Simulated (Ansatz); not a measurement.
**C₂H₇BFNO: one species, many methods**

The task here is to estimate one member of a computed series from the others.

Program: Ansatz 0.2.0, Gaussian basis. Level of theory: functionals in def2-TZVPP, the program's frozen cores in correlated methods. These are calculated values, not measurements.

The runs, in order: LDA (SPW92), PBE-D4, revPBE-D4, BLYP-D4, r2SCAN-D4, B97M-V, PBE0-D4, B3LYP-D4, r2SCANh-D4, r2SCAN0-D4, HSE06-D4, BHLYP-D4, CAM-B3LYP-D4, LC-ωPBE, ωB97X-V, ωB97M-V, B2PLYP, PBE-QIDH; CCSD(T)/def2-SVP; CCSD(T)/def2-TZVPP; MP2/def2-QZVPP; extrapolation to the limit; RPA on PBE.

### Structure used throughout

The geometry comes from an earlier relaxation with PBE0-D4 in a triple-zeta def2 set; it is a stationary point, not always the lowest conformer.

SMILES `CN(C)B(O)F`, 13 atoms, charge 0, spin multiplicity 1.

Atoms are counted from 1 here; the program's logs count them from 0.

Bond lengths: C1–N2 1.444 Å, C1–H7 1.088 Å, C1–H8 1.097 Å, C1–H9 1.097 Å, N2–C3 1.438 Å, N2–B4 1.409 Å, C3–H10 1.097 Å, C3–H11 1.097 Å, C3–H12 1.091 Å, B4–O5 1.365 Å, B4–F6 1.340 Å, O5–H13 0.957 Å. Angles: N2–C1–H7 110.2°, N2–C1–H8 111.0°, N2–C1–H9 111.0°, H7–C1–H8 108.5°, H7–C1–H9 108.5°, H8–C1–H9 107.6°, C1–N2–C3 113.4°, C1–N2–B4 122.0°, C3–N2–B4 124.6°, N2–C3–H10 111.3°, N2–C3–H11 111.3°, N2–C3–H12 111.8°, H10–C3–H11 107.6°, H10–C3–H12 107.3°, H11–C3–H12 107.3°, N2–B4–O5 126.3°, N2–B4–F6 118.7°, O5–B4–F6 115.1° and more.

The first run:

in.yaml

```yaml
crystal:
  periodic: [false, false, false]
  atoms:
    - {symbol: C, position_ang: [-0.406931, -1.230668, 0.851415]}
    - {symbol: N, position_ang: [-0.097846, -0.058376, 0.067405]}
    - {symbol: C, position_ang: [1.259900, -0.028920, -0.404864]}
    - {symbol: B, position_ang: [-1.057217, 0.940471, -0.191808]}
    - {symbol: O, position_ang: [-0.861426, 2.078494, -0.919456]}
    - {symbol: F, position_ang: [-2.291597, 0.791424, 0.308681]}
    - {symbol: H, position_ang: [-1.443139, -1.199855, 1.181056]}
    - {symbol: H, position_ang: [0.237683, -1.292310, 1.736895]}
    - {symbol: H, position_ang: [-0.255655, -2.146010, 0.266017]}
    - {symbol: H, position_ang: [1.971896, -0.044087, 0.429774]}
    - {symbol: H, position_ang: [1.478568, -0.894404, -1.042820]}
    - {symbol: H, position_ang: [1.465734, 0.867915, -0.991421]}
    - {symbol: H, position_ang: [0.020528, 2.181526, -1.276076]}
basis:
  gaussian: {orbitals: def2-TZVPP}
hamiltonian: {xc: lda}
output: {orbitals: {seedname: orbitals}}
```

Launch:

```
$ ansatz run in.yaml --threads 2 --pin off --events-out ev --progress --plain --max-ram 32768MiB --backend cuda --devices 0, --max-vram 18GiB
```

Steps of the session up to this table: LDA; PBE-D4 (GGA); revPBE-D4 (GGA); BLYP-D4 (GGA); r2SCAN-D4 (meta-GGA); B97M-V (meta-GGA); PBE0-D4 (hybrid); B3LYP-D4 (hybrid); r2SCANh-D4 (hybrid); r2SCAN0-D4 (hybrid); HSE06-D4 (hybrid); BHLYP-D4 (hybrid); CAM-B3LYP-D4 (range-separated); LC-ωPBE (range-separated); ωB97X-V (range-separated); ωB97M-V (range-separated); B2PLYP (double hybrid); PBE-QIDH (double hybrid).

One of the session's tables, all rows but one given; the rest of the session is left out.

It belongs to the step «Orbital energies across the functionals». 

| functional | HOMO (eV) | LUMO (eV) | gap (eV) |
| --- | --- | --- | --- |
| LDA (SPW92) | -5.79 | -0.52 | 5.27 |
| PBE-D4 | -5.65 | -0.32 | 5.33 |
| revPBE-D4 | -5.59 | -0.22 | 5.37 |
| BLYP-D4 | -5.55 | -0.35 | 5.20 |
| r2SCAN-D4 | -5.90 | 0.35 | 6.25 |
| B97M-V | -6.03 | -0.13 | 5.90 |
| PBE0-D4 | -7.01 | 0.51 | 7.53 |
| B3LYP-D4 | -6.81 | 0.15 | 6.96 |
| r2SCANh-D4 | -6.42 | 0.60 | 7.02 |
| r2SCAN0-D4 | -7.19 | 0.95 | 8.14 |
| HSE06-D4 | -6.61 | 0.14 | 6.75 |
| BHLYP-D4 | -8.32 | 1.11 | 9.43 |
| CAM-B3LYP-D4 | -8.42 | 1.25 | 9.67 |
| LC-ωPBE | -9.75 | 2.59 | 12.34 |
| ωB97X-V | ? | ? | ? |
| ωB97M-V | -9.32 | 1.92 | 11.24 |

Q: Estimate the row for ωB97X-V from the others.

**Answer.** HOMO (eV): -9.41; LUMO (eV): 2.37; gap (eV): 11.77. In the column «HOMO (eV)» it lies between LC-ωPBE (-9.75) and ωB97M-V (-9.32).
